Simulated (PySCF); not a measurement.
# O2Zr: the cost of one run

Computed with PySCF 2.14.0 (relaxation, HF, def2-tzvpd, and further levels as typed in the inputs, unless a step's input says otherwise).

## 1. The structure to begin with

Bond lengths: Zr1–O2 1.766 Å, Zr1–O3 1.766 Å. Angles: O2–Zr1–O3 107.0°.

Structure file:

```xyz
3

Zr    0.0000    0.0000    0.0000
O     1.4200    0.0000    1.0500
O    -1.4200    0.0000    1.0500
```

## 2. Relaxation: O2Zr

File run.py:

```python
from pyscf import gto, scf
from pyscf.geomopt.geometric_solver import optimize
mol = gto.M(atom="mol.xyz", basis="def2-tzvpd", verbose=4)
mol.set(ecp='def2-tzvpd').build()
mf = scf.RHF(mol).run(conv_tol=1e-9)
m = optimize(mf, maxsteps=60)
print("optimised structure (A):")
for k in range(m.natm): print(m.atom_symbol(k), *(f"{x:.8f}" for x in m.atom_coords(unit="A")[k]))
```

Run with:

```sh
python run.py
```

**Question.** How long does this run take on 2 threads of Intel Xeon 6975P-C (Granite Rapids), shared host?

About 23 s.
